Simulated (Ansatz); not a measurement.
Here is an Ansatz 0.2.0 calculation.

The input input.yaml:

```yaml
crystal:
  lattice:
    - [2.77046, 0.0, 0.0]
    - [-1.38523, 2.39928, 0.0]
    - [0.0, 0.0, 21.88122]
  atoms:
    - { symbol: Ni, position: [0.33333, 0.66667, 0.04433], spin: 1.0 }
    - { symbol: Ni, position: [0.66667, 0.33333, 0.95562], spin: 1.0 }
    - { symbol: Mo, position: [0.66667, 0.33333, 0.3427], spin: 1.0 }
    - { symbol: Mo, position: [0.66667, 0.33333, 0.7632], spin: 1.0 }
    - { symbol: Pd, position: [0.33333, 0.66667, 0.44768] }
    - { symbol: Pd, position: [0.33333, 0.66667, 0.65723] }
    - { symbol: Ir, position: [0.33333, 0.66667, 0.23988], spin: 0.6 }
    - { symbol: Ir, position: [0.33333, 0.66667, 0.8605], spin: 0.6 }
    - { symbol: W, position: [0.66667, 0.33333, 0.13646] }
    - { symbol: W, position: [0.66667, 0.33333, 0.5524] }
hamiltonian:
  xc: pbe
  pseudopotentials: { kind: paw }
  hubbard:
    sites:
      - { species: Ir, l: d, u_eff: 4.0 }
      - { species: Mo, l: d, u_eff: 4.0 }
      - { species: Ni, l: d, u_eff: 4.0 }
      - { species: Pd, l: d, u_eff: 4.0 }
      - { species: W, l: d, u_eff: 4.0 }
magnetization:
  spin_polarized: true
kpoints:
  mp_grid: { grid: [11, 11, 2] }
scf:
  occupations: { method: fermi_dirac, width: 0.05 }
  n_extra_bands: 25
output:
  forces: true
  stress: true
  eigenvalues: true
  dos: { projected: true, de: 0.05, nscf_kmesh: { grid: [17, 17, 3] } }
```

Potentials or basis: Ansatz PAW.

Run with:

```sh
$ ansatz run input.yaml --threads 8 --pin off --max-ram 20480MiB --backend cpu --events-out ev --progress --plain --runs-dir out
```

Question: Predict the pressure.

Answer: 3.4 GPa.

Question: Estimate the absolute moment.

Answer: 2.25 μB per cell.

Question: What does it give for the largest force?

Answer: 0.375 eV/Å.

Eigenvalues of the final occupation matrices:
```tsv
site	spin	trace	eigenvalues
site 1	1	4.60	0.90 0.90 0.93 0.94 0.94
site 1	2	4.37	0.79 0.89 0.89 0.90 0.90
site 2	1	4.86	0.96 0.96 0.97 0.97 0.99
site 2	2	3.88	0.11 0.94 0.94 0.95 0.95
site 3	1	2.61	0.39 0.39 0.51 0.66 0.66
site 3	2	2.66	0.40 0.40 0.53 0.66 0.66
site 4	1	2.60	0.47 0.47 0.54 0.56 0.56
site 4	2	2.66	0.47 0.47 0.56 0.58 0.58
site 5	1	4.69	0.91 0.93 0.93 0.96 0.96
site 5	2	4.69	0.92 0.93 0.93 0.96 0.96
site 6	1	4.69	0.91 0.93 0.93 0.96 0.96
site 6	2	4.69	0.91 0.93 0.93 0.96 0.96
```

Caveat: the magnetic or orbital state may not be the lowest; the U is typed as a test and isn't derived for this compound. The run has no spin-orbit coupling, so splittings on Ir, W are missing.
